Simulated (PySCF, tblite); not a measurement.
# C₄H₆NOSi radical: geometry, infrared bands and EPR parameters

Wanted: the infrared bands and EPR parameters of C₄H₆NOSi radical (`N#C[Si@@H]1[CH]COC1`), by calculation.

The runs use tblite 0.8.0 and PySCF 2.14.0, with density-fitted response routines of our own; the level of theory stands in each step. All values are computed, except where a source is named. Atoms count from 0, in the outputs and in this text.

## 1. The starting structure

13 atoms, charge 0, multiplicity 2; geometry from: force field or distance geometry start.

Bonds of the start (Å): N0–C1 1.15, C1–Si2 1.80, Si2–C3 1.87, C3–C4 1.51, C4–O5 1.37, O5–C6 1.38, C6–Si2 1.90, Si2–H7 1.43, C3–H8 1.10, C4–H9 1.10, C4–H10 1.13, C6–H11 1.11, C6–H12 1.09.

## 2. Optimising the geometry with GFN2-xTB

Job settings and geometry (Å):

```
{"job": {"kind": "relax", "xc": "GFN2-xTB", "basis": "xTB"}, "charge": 0, "multiplicity": 2}
N      2.318000    -1.744700    -1.189900
C      1.787500    -0.967100    -0.533300
Si     0.977100     0.246100     0.518500
C     -0.507500    -0.600300     1.282200
C     -1.390100    -0.407100     0.068200
O     -1.376100     0.921800    -0.275500
C     -0.107800     1.370800    -0.567200
H      1.823400     0.947400     1.433600
H     -0.337700    -1.665500     1.515200
H     -2.431200    -0.730900     0.227200
H     -0.924600    -1.073500    -0.716200
H     -0.015900     2.399200    -0.168800
H      0.180700     1.304200    -1.611600
```

The run is started by

```console
$ OMP_NUM_THREADS=1 python probes_run.py task.json out
```

This one command runs all jobs of the session in turn.

**Question.** This job is followed by: GFN2-xTB harmonic vibrations, gas phase; UKS B3LYP, pcH-1 on C H N O Si, non-relativistic, mean-field spin-orbit, GIAO. Predict these results of the whole session: strongest single infrared mode (GFN2-xTB); zero-point energy (GFN2-xTB); g(iso) (B3LYP); ⟨S²⟩; largest a(iso); potential on the surface of density 0.002 e/bohr³, 1st and 99th percentile.

As calculated:

```
                                                                  quantity                  value
                                 strongest single infrared mode (GFN2-xTB)  2241 cm⁻¹, 280 km/mol
                                              zero-point energy (GFN2-xTB)          55.5 kcal/mol
                                                            g(iso) (B3LYP)                2.00264
                                                                      ⟨S²⟩     0.754 (exact 0.75)
                                                            largest a(iso)   1H on H10, 151.2 MHz
potential on the surface of density 0.002 e/bohr³, 1st and 99th percentile     -1.65 V and 1.58 V
```

The optimisation took 96 steps and gained 0.910 eV; among the close pairs (by a distance rule), C1–Si2 changed most, from 1.799 to 1.871 Å. All 33 modes are real, so the xTB geometry is a minimum. The strongest single mode, at 2241 cm⁻¹, moves mainly H7. GFN2-xTB is a fitted tight-binding method: band positions and strengths are rough. Its intensities can rank the bands wrongly. C3 carries the largest spin population, 0.97 e. The isotropic g lies 0.3 ppt above the free-electron value. The conformer search found further structures of the same energy, which may be mirror or relabelled copies of this one.
